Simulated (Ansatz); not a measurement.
# Ga2H: the cost of one run

Computed with Ansatz 0.2.0 (DFT PBE, scalar-relativistic, plane waves, PAW, unless a step's input says otherwise).

**1. The system as given**

It takes space group R-3m (No. 166, trigonal). Conventional cell: a = 6.268 Å, b = 6.268 Å, c = 9.286 Å, α = 90.00°, β = 90.00°, γ = 120.00°. Around Ga (site symmetry -3m) lie 2 H at 1.45 Å. Ga (site symmetry 2/m) is surrounded by 2 H at 2.45 Å. Around H (site symmetry 3m) lie 1 Ga at 1.45 Å.

Coordinates:

```
CELL_PARAMETERS angstrom
3.13376 1.80928 3.09528
-3.13376 1.80928 3.09528
0.00000 -3.61856 3.09528
ATOMIC_POSITIONS crystal
Ga 0.00000 0.00000 0.00000
Ga 0.50000 0.50000 0.00000
Ga 0.00000 0.50000 0.50000
Ga 0.50000 0.00000 0.50000
H 0.84396 0.84396 0.84396
H 0.15604 0.15604 0.15604
```

A structure generator made this guess: random cell by space group and Wyckoff sites (R-3m, No. 166). Its size is a rough estimate.

**2. A first look at the guess**

input.yaml

```yaml
crystal:
  lattice:
    - [3.13376059, 1.80927752, 3.0952806]
    - [-3.13376059, 1.80927752, 3.0952806]
    - [0.0, -3.61855504, 3.0952806]
  atoms:
    - { symbol: Ga, position: [0.0, 0.0, 0.0] }
    - { symbol: Ga, position: [0.5, 0.5, 0.0] }
    - { symbol: Ga, position: [0.0, 0.5, 0.5] }
    - { symbol: Ga, position: [0.5, 0.0, 0.5] }
    - { symbol: H, position: [0.84395585, 0.84395585, 0.84395585] }
    - { symbol: H, position: [0.15604415, 0.15604415, 0.15604415] }
basis:
  ecutwfc: 420
kpoints:
  mp_grid: { grid: [6, 6, 6] }
hamiltonian:
  xc: pbe
scf:
  occupations: { method: gaussian, width: 0.1 }
  lower_state_search: "off"
output:
  forces: true
  stress: true
  eigenvalues: true
```

Command:

```sh
ansatz run input.yaml --threads 1 --pin off --max-ram 2560MiB --backend cpu --events-out ev --progress --plain --runs-dir out
```

Q: Estimate wall time and peak memory on 1 thread of AMD EPYC 9R45 (Zen 5), shared host.

About 1.8 s, with a peak of 0.44 GiB.
